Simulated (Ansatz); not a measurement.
**AlSiNH6O (SMILES O[SiH2][NH][AlH2]): HF/STO-3G**

Aim: the energy change on altering one bond length of AlSiNH6O at HF/STO-3G, from 2 runs. 

Program for the calculation: Ansatz 0.2.0.

130 further runs of the same task are left out: 130 set aside as unsound or not needed. Runs told in other sessions of the task aren't counted.

## (1) The system as given

AlSiNH6O: 10 atoms, total charge 0, spin state singlet. SMILES: `O[SiH2][NH][AlH2]`. The coordinates come from a PBE0-D4/def2-TZVP relaxation. This is one conformer, not always the lowest.

Bond lengths: O1–Si2 1.650 Å, Si2–N3 1.711 Å, N3–Al4 1.785 Å, O1–H5 0.958 Å, Si2–H6 1.486 Å, Si2–H7 1.491 Å, N3–H8 1.013 Å, Al4–H9 1.580 Å, Al4–H10 1.583 Å. Some angles: O1–Si2–N3 109.6°, Si2–N3–Al4 128.8°, O1–Si2–H6 111.3°, O1–Si2–H7 107.7°, N3–Si2–H6 106.5°, N3–Si2–H7 112.1°, Si2–O1–H5 117.1°, Si2–N3–H8 114.7°, Al4–N3–H8 116.5°, N3–Al4–H9 118.3°.

## (2) The energy at HF/STO-3G

File in.yaml:

```yaml
crystal:
  periodic: [false, false, false]
  atoms:
    - {symbol: O, position_ang: [-1.817400, -0.693800, -1.056500]}
    - {symbol: Si, position_ang: [-0.576600, 0.373900, -0.851600]}
    - {symbol: N, position_ang: [0.693300, -0.382300, 0.009600]}
    - {symbol: Al, position_ang: [1.233300, -0.094800, 1.686300]}
    - {symbol: H, position_ang: [-2.399800, -0.547900, -1.803100]}
    - {symbol: H, position_ang: [-1.000200, 1.543800, -0.039500]}
    - {symbol: H, position_ang: [-0.142800, 0.831300, -2.203200]}
    - {symbol: H, position_ang: [1.159400, -1.127800, -0.493000]}
    - {symbol: H, position_ang: [0.508400, 1.030600, 2.525200]}
    - {symbol: H, position_ang: [2.425400, -0.984200, 2.228700]}
basis:
  gaussian:
    orbitals: STO-3G
hamiltonian:
  xc: hf
accuracy: high
output: {orbitals: {seedname: orbitals}}
magnetization:
  spin_polarized: false
```

Run with:

```sh
$ ansatz run in.yaml --threads 1 --pin off --max-ram 3480MiB --events-out events.jsonl --progress --plain --runs-dir runs
```

The program printed:

```text
Warning: RAYON_NUM_THREADS=1 ignored (pool sized by the plan → 1); use --threads N
Functional definition: HF
  name "HF"
  exchange = exact_x
  correlation = 0
681 factors; integrals over basis functions are off by at most 3.1e-8 eV
mean field evaluation 1: about -17841.0371 eV, gradient 2.7e1 eV
mean field evaluation 2: about -17841.1017 eV, gradient 2.7e1 eV
mean field evaluation 4: about -17843.6778 eV, gradient 1.6e0 eV
mean field evaluation 8: about -17843.6884 eV, gradient 2.2e-5 eV
mean field -17843.68839216 eV, -655.7434535255 hartree, gradient 2.4e-8 eV, S^2 0.000000; 0 other end points of the search recorded, 0 dependent functions left out
reference -17843.68839216 eV, -655.7434535255 hartree; 24, 24 occupied and 10, 10 virtual orbitals, 681 factors
Total energy: -17843.68839216 eV, -655.7434535255 hartree
```

Run time: 0.28 s. Hardware: 1 thread of Arm Neoverse V2, shared host.

## (3) The distorted shape, same level

File input.yaml:

```yaml
crystal:
  periodic: [false, false, false]
  atoms:
    - symbol: O
      position_ang: [-1.957252, -0.470114, -0.905696]
    - symbol: Si
      position_ang: [-0.716452, 0.597586, -0.700796]
    - symbol: N
      position_ang: [0.553448, -0.158614, 0.160404]
    - symbol: Al
      position_ang: [1.093448, 0.128886, 1.837104]
    - symbol: H
      position_ang: [-2.539652, -0.324214, -1.652296]
    - symbol: H
      position_ang: [-1.140052, 1.767486, 0.111304]
    - symbol: H
      position_ang: [-0.282652, 1.054986, -2.052396]
    - symbol: H
      position_ang: [1.159400, -1.127800, -0.493000]
    - symbol: H
      position_ang: [0.368548, 1.254286, 2.676004]
    - symbol: H
      position_ang: [2.285548, -0.760514, 2.379504]
basis:
  gaussian:
    orbitals: STO-3G
magnetization:
  spin_polarized: false
  initial_magnetization: 0
hamiltonian:
  xc: hf
accuracy: high
output: {orbitals: {seedname: orbitals}}
```

Run with:

```sh
$ ansatz run input.yaml --threads 1 --pin off --max-ram 3480MiB --events-out events.jsonl --progress --plain --runs-dir runs
```

The program printed:

```text
Warning: RAYON_NUM_THREADS=1 ignored (pool sized by the plan → 1); use --threads N
[... 4 set-up lines as earlier in the session ...]
681 factors; integrals over basis functions are off by at most 3.1e-8 eV
mean field evaluation 1: about -17839.3221 eV, gradient 2.8e1 eV
mean field evaluation 2: about -17839.3803 eV, gradient 2.8e1 eV
mean field evaluation 4: about -17842.1097 eV, gradient 2.1e0 eV
mean field evaluation 8: about -17842.1258 eV, gradient 3.0e-5 eV
mean field -17842.12582967 eV, -655.6860304132 hartree, gradient 1.3e-8 eV, S^2 0.000000; 0 other end points of the search recorded, 0 dependent functions left out
reference -17842.12582967 eV, -655.6860304132 hartree; 24, 24 occupied and 10, 10 virtual orbitals, 681 factors
Total energy: -17842.12582967 eV, -655.6860304132 hartree
```

Wall time 0.3 s (1 thread of Arm Neoverse V2, shared host).

## (4) Summary of results

Level: HF/STO-3G.

```
                                                         quantity          value
                                        first shape: total energy  -655.74345 Eh
                                         first shape: HOMO energy       -7.59 eV
                                         first shape: LUMO energy        9.61 eV
                                       first shape: HOMO–LUMO gap       17.20 eV
                                    distorted shape: total energy  -655.68603 Eh
                                     distorted shape: HOMO energy       -7.48 eV
                                     distorted shape: LUMO energy        9.56 eV
                                   distorted shape: HOMO–LUMO gap       17.04 eV
energy change with the N3–H8 bond stretched from 1.013 to 1.317 Å       1.563 eV
```

In words: With the N3–H8 bond stretched from 1.013 to 1.317 Å the energy rises by 1.56 eV (36 kcal/mol). The first shape isn't relaxed at this level, so the change isn't measured from a minimum. The minimal basis adds a large error of its own.
